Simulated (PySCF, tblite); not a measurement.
# C7H9O radical: geometry, infrared bands and EPR parameters

Aim: predict the infrared bands and EPR parameters of C7H9O radical (`C[C@]12C[C@H](C1)[C]2C=O`).

Programs: tblite 0.8.0 and PySCF 2.14.0, with density-fitted response routines of our own. Each step states its level of theory. These are calculated values for one molecule in the gas phase, unless marked as measured. Atoms count from 0, in the outputs and in this text.

## (1) The molecule as given

17 atoms, charge 0, multiplicity 2; geometry from: force field or distance geometry start.

Bonds of the start (Å): C0–C1 1.46, C1–C2 1.58, C2–C3 1.55, C3–C4 1.57, C3–C5 1.46, C5–C6 1.46, C6–O7 1.23, C4–C1 1.60, C5–C1 1.48, C0–H8 1.09, C0–H9 1.11, C0–H10 1.09, C2–H11 1.09, C2–H12 1.11, C3–H13 1.09, C4–H14 1.09, C4–H15 1.10, C6–H16 1.10.

## (2) Relaxing the molecule with GFN2-xTB

Job settings and geometry (Å):

```
{"job": {"kind": "relax", "xc": "GFN2-xTB", "basis": "xTB"}, "charge": 0, "multiplicity": 2}
C     -0.712400     1.628300    -0.748200
C     -0.436400     0.375300    -0.044100
C     -0.673100    -1.145900    -0.390700
C      0.205900    -1.199400     0.886400
C     -0.721300    -0.072500     1.460700
C      0.935000    -0.084300     0.286900
C      2.106200    -0.146400    -0.587400
O      2.923700    -1.056600    -0.505600
H     -0.309000     2.494400    -0.214800
H     -1.804700     1.783000    -0.840900
H     -0.301500     1.627900    -1.759100
H     -0.253100    -1.524400    -1.325900
H     -1.716600    -1.506900    -0.297100
H      0.621000    -2.062300     1.406000
H     -1.755500    -0.336500     1.700500
H     -0.320500     0.560800     2.268500
H      2.205300     0.677600    -1.305100
```

Launch:

```
OMP_NUM_THREADS=1 python probes_run.py task.json out
```

This one command runs all jobs of the session in turn.

Standard output:

```text
step      E/eV     max force
  0    -639.13760    3.535
  1    -639.32090    1.068
  2    -639.35500    0.677
  3    -639.39927    0.375
  4    -639.41163    0.401
  5    -639.43126    0.269
  6    -639.44089    0.266
  7    -639.44933    0.202
  8    -639.45564    0.204
  9    -639.46169    0.237
 10    -639.46814    0.262
 11    -639.47569    0.224
 12    -639.48395    0.222
 13    -639.49113    0.194
 14    -639.49662    0.201
 15    -639.50187    0.197
 16    -639.50805    0.207
 17    -639.51391    0.154
 18    -639.51808    0.150
 19    -639.52079    0.150
 20    -639.52313    0.129
 21    -639.52592    0.137
 22    -639.52905    0.138
 23    -639.53220    0.123
 24    -639.53535    0.136
 25    -639.53883    0.134
 26    -639.54257    0.171
 27    -639.54634    0.159
 28    -639.55016    0.138
 29    -639.55386    0.134
 30    -639.55674    0.114
 31    -639.55848    0.100
 32    -639.55959    0.098
 33    -639.56068    0.085
 34    -639.56174    0.086
 35    -639.56245    0.060
 36    -639.56284    0.052
 37    -639.56312    0.049
 38    -639.56347    0.049
 39    -639.56395    0.048
 40    -639.56428    0.034
 41    -639.56445    0.033
 42    -639.56463    0.031
 43    -639.56482    0.040
 44    -639.56503    0.039
 45    -639.56521    0.036
 46    -639.56539    0.034
 47    -639.56557    0.037
 48    -639.56576    0.048
 49    -639.56593    0.042
 50    -639.56607    0.028
 51    -639.56618    0.026
 52    -639.56631    0.031
 53    -639.56648    0.038
 54    -639.56670    0.040
 55    -639.56695    0.040
 56    -639.56716    0.032
 57    -639.56733    0.026
 58    -639.56744    0.022
 59    -639.56750    0.017
 60    -639.56754    0.013
 61    -639.56756    0.010
 62    -639.56758    0.011
 63    -639.56759    0.011
 64    -639.56761    0.013
 65    -639.56765    0.017
 66    -639.56770    0.022
 67    -639.56779    0.027
 68    -639.56790    0.027
 69    -639.56798    0.019
 70    -639.56803    0.017
 71    -639.56807    0.017
 72    -639.56812    0.019
 73    -639.56818    0.019
 74    -639.56822    0.013
 75    -639.56824    0.012
 76    -639.56826    0.008
```

Wall time 0.69 s (1 thread of Arm Neoverse N1, shared host); peak memory 0.18 GiB.

The steps of the relaxation: (not every step is listed)

```tsv
step	energy from step 0 (eV)	largest force (eV/Å)
0	0.0000	3.5350
1	-0.1833	1.0683
2	-0.2174	0.6770
3	-0.2617	0.3747
4	-0.2740	0.4008
5	-0.2937	0.2692
6	-0.3033	0.2657
7	-0.3117	0.2018
8	-0.3180	0.2037
14	-0.3590	0.2007
20	-0.3855	0.1290
26	-0.4050	0.1710
32	-0.4220	0.0983
38	-0.4259	0.0492
44	-0.4274	0.0392
50	-0.4285	0.0279
56	-0.4296	0.0317
62	-0.4300	0.0111
68	-0.4303	0.0266
71	-0.4305	0.0165
72	-0.4305	0.0188
73	-0.4306	0.0189
74	-0.4306	0.0132
75	-0.4306	0.0122
76	-0.4307	0.0083
```

Distances of close pairs at the start and the end, largest changes first:

```tsv
bond	before (Å)	after (Å)	change (Å)
C5–C6	1.463	1.396	-0.067
C1–C4	1.596	1.555	-0.041
C3–C5	1.461	1.496	+0.035
C0–C1	1.464	1.497	+0.033
C1–C2	1.578	1.554	-0.024
C3–C4	1.568	1.546	-0.022
C2–H12	1.108	1.089	-0.019
C0–H9	1.107	1.088	-0.019
```

The next job starts from the end point, and lists it.

## (3) Infrared spectrum with GFN2-xTB

Job settings and geometry (Å):

```
{"job": {"kind": "ir", "xc": "GFN2-xTB", "basis": "xTB"}, "charge": 0, "multiplicity": 2}
C     -0.816223     1.579762    -0.800401
C     -0.401290     0.316815    -0.112841
C     -0.888341    -1.130448    -0.400715
C      0.126998    -1.291083     0.754412
C     -0.547879    -0.053534     1.390197
C      0.958601    -0.300908     0.001695
C      2.279181    -0.072356    -0.388036
O      3.237235    -0.801653    -0.121542
H     -0.318201     2.435320    -0.348689
H     -1.892472     1.717861    -0.718431
H     -0.549124     1.536658    -1.854472
H     -0.612839    -1.558198    -1.360843
H     -1.928088    -1.338270    -0.153638
H      0.441377    -2.201914     1.241638
H     -1.566458    -0.196780     1.747608
H      0.046144     0.519906     2.096930
H      2.424379     0.850851    -0.982782
```

Standard output:

```text
mode    cm-1     km/mol
  1      80.6      0.42
  2     136.8      4.66
  3     154.0      0.00
  4     199.4     13.77
  5     281.1      3.06
  6     304.4      1.32
  7     469.6      0.52
  8     532.7      6.19
  9     581.0      1.19
 10     657.8     15.77
 11     769.9     27.93
 12     844.8      0.60
 13     857.9      0.14
 14     893.9     14.31
 15     954.8      2.51
 16     957.4      2.61
 17     971.0      2.75
 18     989.1      0.13
 19    1006.5      1.56
 20    1027.0      5.77
 21    1069.2      4.50
 22    1077.6      5.69
 23    1141.1      7.88
 24    1147.2      1.39
 25    1150.1      0.91
 26    1168.8      1.14
 27    1208.4      8.17
 28    1358.1     46.31
 29    1362.9     10.69
 30    1403.4     25.27
 31    1476.7      0.92
 32    1477.2      3.61
 33    1478.1      1.01
 34    1487.2     83.66
 35    1518.5     34.05
 36    1596.2    120.17
 37    2755.5    140.30
 38    2979.8      8.07
 39    2984.4     79.72
 40    3019.9     55.14
 41    3022.8      9.97
 42    3032.0     26.14
 43    3032.7     30.41
 44    3035.7     14.68
 45    3076.7     44.17
```

It took 0.78 s on 1 thread of Arm Neoverse N1, shared host; peak memory 0.18 GiB.

The strongest bands and the atoms that carry them (share of the mass-weighted mode):

```tsv
cm⁻¹	km/mol	atoms
1358	46.3	C1 46 %, H16 14 %
1487	83.7	C5 22 %, O7 13 %, C6 12 %
1518	34.0	H14 12 %, H12 12 %, H15 12 %, H11 12 %
1596	120.2	C6 46 %, C5 31 %, O7 14 %
2756	140.3	H16 94 %
2984	79.7	H12 69 %, H14 24 %
3020	55.1	H15 77 %, H11 14 %
3077	44.2	H13 92 %
```

## (4) g tensor and hyperfine couplings: B3LYP/pcH-1

Settings changed since step 3:

```diff
@@ -1,2 +1,2 @@
-{"job": {"kind": "ir", "xc": "GFN2-xTB", "basis": "xTB"}, "charge": 0, "multiplicity": 2}
+{"job": {"kind": "epr", "basis": "pcH-1"}, "charge": 0, "multiplicity": 2}
 C     -0.816223     1.579762    -0.800401
```

Method: UKS B3LYP, pcH-1 on C H O, non-relativistic, mean-field spin-orbit, GIAO.

Standard output:

```text
UKS, coarse grid
  cycle   1  E = -347.10390229  |g| = 6.24e-01
  cycle   2  E = -345.80959795  |g| = 1.72e+00
  cycle   3  E = -347.22332910  |g| = 2.82e-01
  cycle   4  E = -347.26293244  |g| = 1.13e-01
  cycle   5  E = -347.26905395  |g| = 3.72e-02
  cycle   6  E = -347.26965391  |g| = 1.71e-02
  cycle   7  E = -347.26988121  |g| = 5.59e-03
  cycle   8  E = -347.26992350  |g| = 2.37e-03
  cycle   9  E = -347.26992681  |g| = 1.05e-03
  cycle  10  E = -347.26992767  |g| = 4.30e-04
UKS, final grid
  cycle   1  E = -347.26986273  |g| = 7.56e-04
  cycle   2  E = -347.26986197  |g| = 1.65e-03
  cycle   3  E = -347.26986295  |g| = 1.09e-04
  cycle   4  E = -347.26986296  |g| = 3.87e-05
  cycle   5  E = -347.26986296  |g| = 1.80e-05
E = -347.26986296 Eh   <S^2> = 0.7630 (exact 0.7500)
g shifts (ppm)      1          2          3
  rmc          -219       -219       -219
  gc            -13         40         46
  oz_so        -155       2523       7145
  total        -387       2344       6972
hyperfine (MHz)  atom isotope    a_iso     a_fc   dipolar eigenvalues
    0   13C      -0.47      -0.47     -0.48     -0.46      0.95
    1   13C     -15.84     -15.84     -3.08      0.30      2.78
    2   13C      80.90      80.90     -4.06     -3.53      7.59
    3   13C     -14.68     -14.68     -2.71      0.21      2.51
    4   13C      80.82      80.82     -4.05     -3.53      7.58
    5   13C      58.77      58.77    -53.53    -51.70    105.23
    6   13C     -35.72     -35.72     -6.39     -0.68      7.07
    7   17O     -26.99     -26.99   -122.52     61.12     61.40
    8    1H      -0.60      -0.60     -1.74     -1.66      3.40
    9    1H      -1.88      -1.88     -1.15     -1.08      2.23
   10    1H      -0.65      -0.65     -1.77     -1.71      3.47
   11    1H      -2.84      -2.84     -5.17     -2.20      7.37
   12    1H      32.03      32.03     -2.86     -1.68      4.54
   13    1H      -0.74      -0.74     -2.73     -2.47      5.21
   14    1H      32.23      32.23     -2.86     -1.68      4.54
   15    1H      -2.82      -2.82     -5.18     -2.20      7.38
   16    1H      -4.54      -4.54     -5.29     -2.52      7.81
```

Wall time 2.2 min (1 thread of Arm Neoverse N1, shared host); peak memory 1.1 GiB.

Principal g values 2.00193, 2.00466, 2.00929; g(iso) = 2.00530, against 2.00232 for a free electron.

Hyperfine couplings; where a row names several nuclei, a(iso) is their mean (it holds for fast rotation or exchange) and the dipolar term the largest among them:

```tsv
nuclei	isotope	a(iso) (MHz)	a(iso) (G, at g = 2.0023)	largest dipolar term (MHz)
C2, C4	13C	80.9	28.9	7.6
C5	13C	58.8	21.0	105.2
C6	13C	-35.7	-12.7	7.1
H12, H14	1H	32.1	11.5	4.5
O7	17O	-27.0	-9.6	-122.5
C1	13C	-15.8	-5.7	-3.1
C3	13C	-14.7	-5.2	-2.7
H16	1H	-4.5	-1.6	7.8
H11, H15	1H	-2.8	-1.0	7.4
H8, H9, H10	1H	-1.0	-0.4	3.5
H13	1H	-0.7	-0.3	5.2
C0	13C	-0.5	-0.2	0.9
```

Mulliken spin populations:

C0 0.00; C1 -0.03; C2 0.03; C3 -0.04; C4 0.03; C5 0.68; C6 -0.09; O7 0.39; H8 0.00; H9 0.00; H10 0.00; H11 0.00; H12 0.01; H13 0.00; H14 0.01; H15 0.00; H16 0.00

In first order the couplings over 0.8 MHz of 1H give 63 distinct lines over 27.7 G, if the averaged nuclei exchange fast.

The fields below are evaluated on a grid from the run's orbitals.

ELF in a plane through or near 9 of the atoms.

Values, 10 rows by 14 columns:
```
0.00 0.00 0.00 0.00 0.00 0.00 0.00 0.00 0.00 0.00 0.00 0.00 0.00 0.00
0.00 0.00 0.00 0.00 0.01 0.11 0.01 0.00 0.00 0.00 0.00 0.00 0.00 0.00
0.00 0.00 0.00 0.00 0.94 0.99 0.47 0.03 0.01 0.01 0.00 0.00 0.00 0.00
0.00 0.00 0.00 0.00 0.56 0.97 0.20 0.44 0.04 0.02 0.00 0.00 0.00 0.00
0.00 0.00 0.13 0.25 0.02 0.79 0.52 0.25 0.26 0.02 0.00 0.00 0.00 0.00
0.00 0.03 0.71 0.91 0.30 0.59 0.45 0.34 0.58 0.38 0.97 0.54 0.00 0.00
0.00 0.07 0.81 0.84 0.28 0.55 0.19 0.23 0.36 0.50 0.99 0.75 0.00 0.00
0.00 0.00 0.23 0.06 0.88 1.00 0.08 0.05 0.51 0.37 0.10 0.02 0.00 0.00
0.00 0.00 0.00 0.00 0.55 0.84 0.01 0.00 0.04 0.03 0.00 0.00 0.00 0.00
0.00 0.00 0.00 0.00 0.00 0.00 0.00 0.00 0.00 0.00 0.00 0.00 0.00 0.00
```
The map spans 11.7 Å across and 9.5 Å up, centred on the molecule. Atoms in the plane (x, y in Å): C0 (1.5, -1.3), C1 (0.5, -0.1), C3 (-0.7, 1.3), C5 (-1.0, -0.2), C6 (-2.1, -1.1), O7 (-3.3, -0.8), H9 (2.5, -0.9), H13 (-1.4, 2.1), H16 (-1.7, -2.1).

On the surface of density 0.002 e/bohr³ the electrostatic potential runs, from the 1st to the 99th percentile, from -1.95 V near O7 to 0.95 V near H14.

The spin density lies nearest to C5 43 %; O7 32 %; C6 8 % (both signs).

## (5) Outcome

| quantity | value |
| --- | --- |
| strongest single infrared mode (GFN2-xTB) | 2756 cm⁻¹, 140 km/mol |
| zero-point energy (GFN2-xTB) | 86.8 kcal/mol |
| g(iso) (B3LYP) | 2.00530 |
| ⟨S²⟩ | 0.763 (exact 0.75) |
| largest a(iso) (averaged by class) | 13C on C2, C4, 80.9 MHz |
| surface potential, 1st and 99th percentile | -1.95 V and 0.95 V |

**Reading.** Over 76 steps the energy fell by 0.431 eV; of the close pairs, C5–C6 changed most, 1.463 to 1.396 Å. No mode is imaginary among the 45: a minimum at this level. The strongest single mode, at 2756 cm⁻¹, moves mainly H16. GFN2-xTB is a fitted tight-binding method: band positions and strengths are rough. Its intensities can rank the bands wrongly. The largest share of the spin, 0.68 e, sits on C5. The isotropic g lies 3.0 ppt above the free-electron value.
